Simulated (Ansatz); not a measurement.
# La3Tl: the cost of one run

All numbers below are computed with Ansatz 0.2.0 (DFT PBEsol, scalar-relativistic, plane waves, PAW).

1 further run of the same task is left out (set aside as unsound or not needed).

## 1. The starting structure

The cell holds 33 atoms (La24OTl8): a = 9.775 Å, b = 9.775 Å, c = 10.203 Å, α = 90.00°, β = 90.00°, γ = 90.00°.

The coordinates of this cell stand in the input of its own run.

The host was relaxed before at PBEsol: a = 4.888 Å, b = 4.888 Å, c = 10.203 Å, α = 90.00°, β = 90.00°, γ = 90.00° (conventional cell), 30.469 Å³/atom.

Places, in fractions of the supercell: O as an interstitial at (0.000, 0.000, 0.250). Its neighbours start displaced at random, with a spread of 0.05 Å in each coordinate.

## 2. The perfect crystal in the supercell of 32 atoms

The input, input.yaml:

```yaml
crystal:
  lattice:
    - [0.0, -9.7754186559, 0.0]
    - [9.7754186559, 0.0, 0.0]
    - [0.0, 0.0, 10.2033314123]
  atoms:
    - { symbol: La, position: [0.25, 1.0, 0.25] }
    - { symbol: La, position: [0.5, 0.25, 0.75] }
    - { symbol: La, position: [0.25, 0.5, 0.25] }
    - { symbol: La, position: [0.5, 0.75, 0.75] }
    - { symbol: La, position: [0.75, 1.0, 0.25] }
    - { symbol: La, position: [1.0, 0.25, 0.75] }
    - { symbol: La, position: [0.75, 0.5, 0.25] }
    - { symbol: La, position: [0.0, 0.75, 0.75] }
    - { symbol: La, position: [0.5, 0.25, 0.25] }
    - { symbol: La, position: [0.75, 0.5, 0.75] }
    - { symbol: La, position: [0.5, 0.75, 0.25] }
    - { symbol: La, position: [0.75, 0.0, 0.75] }
    - { symbol: La, position: [0.0, 0.25, 0.25] }
    - { symbol: La, position: [0.25, 0.5, 0.75] }
    - { symbol: La, position: [0.0, 0.75, 0.25] }
    - { symbol: La, position: [0.25, 0.0, 0.75] }
    - { symbol: La, position: [0.5, 0.0, 0.5] }
    - { symbol: La, position: [0.75, 0.25, 0.0] }
    - { symbol: La, position: [0.5, 0.5, 0.5] }
    - { symbol: La, position: [0.75, 0.75, 0.0] }
    - { symbol: La, position: [1.0, 0.0, 0.5] }
    - { symbol: La, position: [0.25, 0.25, 0.0] }
    - { symbol: La, position: [0.0, 0.5, 0.5] }
    - { symbol: La, position: [0.25, 0.75, 0.0] }
    - { symbol: Tl, position: [0.5, 0.0, 0.0] }
    - { symbol: Tl, position: [0.75, 0.25, 0.5] }
    - { symbol: Tl, position: [0.5, 0.5, 1.0] }
    - { symbol: Tl, position: [0.75, 0.75, 0.5] }
    - { symbol: Tl, position: [1.0, 0.0, 0.0] }
    - { symbol: Tl, position: [0.25, 0.25, 0.5] }
    - { symbol: Tl, position: [0.0, 0.5, 0.0] }
    - { symbol: Tl, position: [0.25, 0.75, 0.5] }
basis:
  ecutwfc: 420
  xc_grid: 2
kpoints:
  mp_grid: { grid: [2, 2, 2], shift: [0.5, 0.5, 0.5] }
hamiltonian:
  xc: pbesol
scf:
  occupations: { method: gaussian, width: 0.05 }
output:
  forces: true
  stress: true
  eigenvalues: true
  write_density: true
  write_potential: true
  elf: true
  volumetric_format: npy
```

Run with:

```sh
ansatz run input.yaml --threads 8 --pin off --max-ram 14336MiB --backend cpu --events-out ev --progress --plain --runs-dir out
```

What time and memory should one allow on 8 threads of Arm Neoverse V2, shared host?

About 3.9 s, with a peak of 1.7 GiB.
